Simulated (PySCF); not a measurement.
# [Si2N2H7]− (SMILES N[SiH2][N-][SiH3]): levels of theory compared

We compute a comparison of 6 runs (HF/STO-3G, B3LYP/6-31G*, TPSS/cc-pVDZ, B3LYP/def2-TZVP, TPSSh/def2-TZVP) of [Si2N2H7]−. 

The calculation is run with PySCF 2.14.0.

### Step 1. Starting point

[Si2N2H7]−: 11 atoms, total charge -1, spin state singlet. SMILES: `N[SiH2][N-][SiH3]`. The shape is that of a GFN2-xTB optimisation. This is one conformer, not always the lowest.

Bond lengths: N1–Si2 1.775 Å, Si2–N3 1.666 Å, N3–Si4 1.665 Å, N1–H5 1.009 Å, N1–H6 1.011 Å, Si2–H7 1.501 Å, Si2–H8 1.496 Å, Si4–H9 1.503 Å, Si4–H10 1.493 Å, Si4–H11 1.501 Å. Some angles: N1–Si2–N3 115.2°, Si2–N3–Si4 138.4°, N1–Si2–H7 107.2°, N1–Si2–H8 99.4°, N3–Si2–H7 107.4°, N3–Si2–H8 121.9°, Si2–N1–H5 111.2°, Si2–N1–H6 114.5°, N3–Si4–H9 119.7°, N3–Si4–H10 108.2°.

### Step 2. Energy and gradient at HF/STO-3G (run 1)

Contents of run.py:

```python
import pyscf.grad
from pyscf import gto, scf

molecule = gto.M(
    atom='''
N     -2.310757     2.994800    -0.916404
Si     0.671042     1.605719    -1.576334
N      1.667438    -0.499228     0.542994
Si     0.770366    -3.287235     1.690662
H     -2.796114     2.752972     0.912435
H     -2.413029     4.864854    -1.292837
H      2.577870     3.705035    -1.649032
H      0.267699     0.918331    -4.288318
H     -1.848417    -3.596149     2.748040
H      2.454131    -3.927304     3.862657
H      0.959773    -5.531814    -0.033883
''',
    max_memory=1860,
    verbose=4,
    charge=-1,
    basis='sto-3g',
    unit='bohr',
)

mf = scf.RHF(molecule)
mf.conv_tol = 1e-10
mf.kernel()
if not mf.converged:
    mf = mf.newton().run(mf.mo_coeff, mf.mo_occ)

e_tot = mf.e_tot
print('E = %.10f Eh' % e_tot)
grad = mf.Gradients().kernel()
dip = mf.dip_moment()
pop, q = mf.mulliken_pop()
```

Command:

```console
$ OMP_NUM_THREADS=1 python run.py
```

The log of the run:

```text
PySCF version 2.14.0

[... 65 lines left out ...]
converged SCF energy = -682.578806978776
[... 13 lines left out ...]
WARN: System has nonzero charge -1; the dipole moment is origin-dependent.
[... 2 lines left out ...]
Dipole moment(X, Y, Z, Debye): -1.97720,  1.90858, -0.10914
[... 47 lines left out ...]
charge of   10H =     -0.26982
```

Wall time 4.8 s (1 thread of Intel Xeon at 2.50GHz (Skylake/Cascade Lake), shared host); peak memory 0.12 GiB.

### Step 3. Energy and forces at B3LYP/6-31G(d) (spherical functions) (run 2)

Contents of run.py:

```python
# N[SiH2][N-][SiH3]
from pyscf import gto, dft

system = gto.Mole()
system.atom = '''
N     -2.310757     2.994800    -0.916404
Si     0.671042     1.605719    -1.576334
N      1.667438    -0.499228     0.542994
Si     0.770366    -3.287235     1.690662
H     -2.796114     2.752972     0.912435
H     -2.413029     4.864854    -1.292837
H      2.577870     3.705035    -1.649032
H      0.267699     0.918331    -4.288318
H     -1.848417    -3.596149     2.748040
H      2.454131    -3.927304     3.862657
H      0.959773    -5.531814    -0.033883
'''
system.unit = 'bohr'
system.spin = 0
system.max_memory = 1860
system.charge = -1
system.basis = '6-31g*'
system.verbose = 4
system.build()

calc0 = dft.RKS(system)
calc0.xc = 'b3lyp'
calc0.conv_tol = 1e-10
calc0.grids.level = 5
calc0.kernel()
if not calc0.converged:
    calc0 = calc0.newton().run(calc0.mo_coeff, calc0.mo_occ)

e_tot = calc0.e_tot
print('E(%s) = %.9f' % ('B3LYP', e_tot))
grad = calc0.nuc_grad_method().kernel()
calc0.analyze()
```

Command:

```console
$ OMP_NUM_THREADS=1 python run.py
```

The log of the run:

```text
PySCF version 2.14.0

[... 104 lines left out ...]
MO #3   energy= -14.1193610243459  occ= 2
[... 14 lines left out ...]
MO #18  energy= -0.202213289886403 occ= 2
[... 14 lines left out ...]
MO #33  energy= 0.318924215078991  occ= 0
[... 14 lines left out ...]
MO #48  energy= 0.839131519319894  occ= 0
[... 14 lines left out ...]
MO #63  energy= 1.33058832725612   occ= 0
[... 14 lines left out ...]
MO #78  energy= 2.78158595207513   occ= 0
[... 93 lines left out ...]
WARN: System has nonzero charge -1; the dipole moment is origin-dependent.
Location of origin: [0. 0. 0.]

Dipole moment(X, Y, Z, Debye): -2.42353,  2.32324,  0.19890
```

Run time: 64 s. Hardware: 1 thread of Intel Xeon at 2.50GHz (Skylake/Cascade Lake), shared host; peak memory 0.77 GiB.

Run 3 isn't shown in full; the table further down has it.

### Step 4. Energy and forces at TPSS/cc-pVDZ (run 4)

Contents of input.py:

```python
from pyscf import gto, dft

mol = gto.Mole()
mol.atom = '''
N     -1.222800     1.584780    -0.484940
Si     0.355100     0.849710    -0.834160
N      0.882370    -0.264180     0.287340
Si     0.407660    -1.739530     0.894660
H     -1.479640     1.456810     0.482840
H     -1.276920     2.574370    -0.684140
H      1.364150     1.960620    -0.872630
H      0.141660     0.485960    -2.269280
H     -0.978140    -1.903000     1.454200
H      1.298670    -2.078240     2.044030
H      0.507890    -2.927310    -0.017930
'''
mol.max_memory = 1860
mol.verbose = 4
mol.basis = 'cc-pvdz'
mol.charge = -1
mol.build()

myscf = dft.RKS(mol)
myscf.xc = 'tpss'
myscf.conv_tol = 1e-10
myscf.grids.level = 5
myscf.kernel()
if not myscf.converged:
    myscf = myscf.newton().run(myscf.mo_coeff, myscf.mo_occ)

e_final = myscf.e_tot
print('Final energy', e_final)
grad = myscf.nuc_grad_method().kernel()
dip = myscf.dip_moment()
pop, q = myscf.mulliken_pop()
```

Command:

```console
$ OMP_NUM_THREADS=1 python input.py
```

The log of the run:

```text
PySCF version 2.14.0

[... 82 lines left out ...]
converged SCF energy = -692.830059578774
Final energy -692.8300595787741
[... 13 lines left out ...]
WARN: System has nonzero charge -1; the dipole moment is origin-dependent.
[... 2 lines left out ...]
Dipole moment(X, Y, Z, Debye): -2.36858,  2.41420,  0.19373
[... 111 lines left out ...]
charge of   10H =     -0.18355
```

It took 2.2 min on 1 thread of Intel Xeon at 2.50GHz (Skylake/Cascade Lake), shared host; peak memory 0.98 GiB.

Run 5 isn't shown in full; the table further down has it.

### Step 5. Energy and forces at TPSSh/def2-TZVP (run 6)

Contents of calc.py:

```python
import pyscf.grad
from pyscf import gto, dft

molecule = gto.M(
    atom='''
N   -1.222800   1.584780  -0.484940
Si   0.355100   0.849710  -0.834160
N    0.882370  -0.264180   0.287340
Si   0.407660  -1.739530   0.894660
H   -1.479640   1.456810   0.482840
H   -1.276920   2.574370  -0.684140
H    1.364150   1.960620  -0.872630
H    0.141660   0.485960  -2.269280
H   -0.978140  -1.903000   1.454200
H    1.298670  -2.078240   2.044030
H    0.507890  -2.927310  -0.017930
''',
    max_memory=1860,
    basis='def2-tzvp',
    spin=0,
    charge=-1,
    verbose=4,
)

mf = dft.RKS(molecule)
mf.xc = 'tpssh'
mf.conv_tol = 1e-10
mf.grids.level = 5
mf.kernel()
if not mf.converged:
    mf = mf.newton().run(mf.mo_coeff, mf.mo_occ)

e_final = mf.e_tot
print('Final energy', e_final)
grad = mf.Gradients().kernel()
mf.analyze()
```

Command:

```console
$ OMP_NUM_THREADS=1 python calc.py
```

The log of the run:

```text
PySCF version 2.14.0

[... 120 lines left out ...]
MO #18  energy= -0.196443206537637 occ= 2
[... 31 lines left out ...]
MO #50  energy= 0.516781337715142  occ= 0
[... 31 lines left out ...]
MO #82  energy= 1.25595973341751   occ= 0
[... 31 lines left out ...]
MO #114 energy= 2.14454626517047   occ= 0
[... 31 lines left out ...]
MO #146 energy= 4.2419774900512    occ= 0
[... 31 lines left out ...]
MO #178 energy= 32.2473705737007   occ= 0
[... 193 lines left out ...]
WARN: System has nonzero charge -1; the dipole moment is origin-dependent.
Location of origin: [0. 0. 0.]

Dipole moment(X, Y, Z, Debye): -2.31301,  2.35050,  0.15847
```

It took 5.9 min on 1 thread of Intel Xeon at 2.50GHz (Skylake/Cascade Lake), shared host; peak memory 2.4 GiB.

### Step 6. Overview of the runs

```
run                               level  integration grid  Cartesian functions  energy (Eh)  HOMO energy (eV)  LUMO energy (eV)  HOMO–LUMO gap (eV)  wall time
  1                           HF/STO-3G                 –                   no  -682.578807              1.36             19.40               18.04      4.8 s
  2  B3LYP/6-31G* (spherical functions)                 5                   no  -692.764217             -0.72              5.88                6.59       64 s
  3  B3LYP/6-31G* (Cartesian functions)                 5                  yes  -692.770031             -0.72              5.84                6.56       64 s
  4                        TPSS/cc-pVDZ                 5                   no  -692.830060              0.09              5.30                5.21    2.2 min
  5                     B3LYP/def2-TZVP                 5                   no  -692.909132             -1.20              4.60                5.80    4.4 min
  6                     TPSSh/def2-TZVP                 5                   no  -692.903912             -0.77              4.68                5.45    5.9 min
```

### Step 7. Outcome

| quantity | value |
| --- | --- |
| run 6: total energy | -692.90391 Eh |
| run 6: HOMO energy | -0.77 eV |
| run 6: LUMO energy | 4.68 eV |
| run 6: HOMO–LUMO gap (to an unbound level, set by the basis) | 5.45 eV |
| run 6: largest force on an atom | 0.842 eV/Å |

In words: The HOMO–LUMO gap runs from 5.21 eV (TPSS/cc-pVDZ) to 18.04 eV (HF/STO-3G). The two ends differ in method and basis. The empty levels of an anion lie above zero and hang on the basis. Totals of different functionals can't be ranked against each other. In runs 1, 4 the HOMO lies above zero, so the outermost electron may be held by the basis alone. In run 1 the basis is minimal, so the values are rough. All runs together took 15 min, the longest 5.9 min.
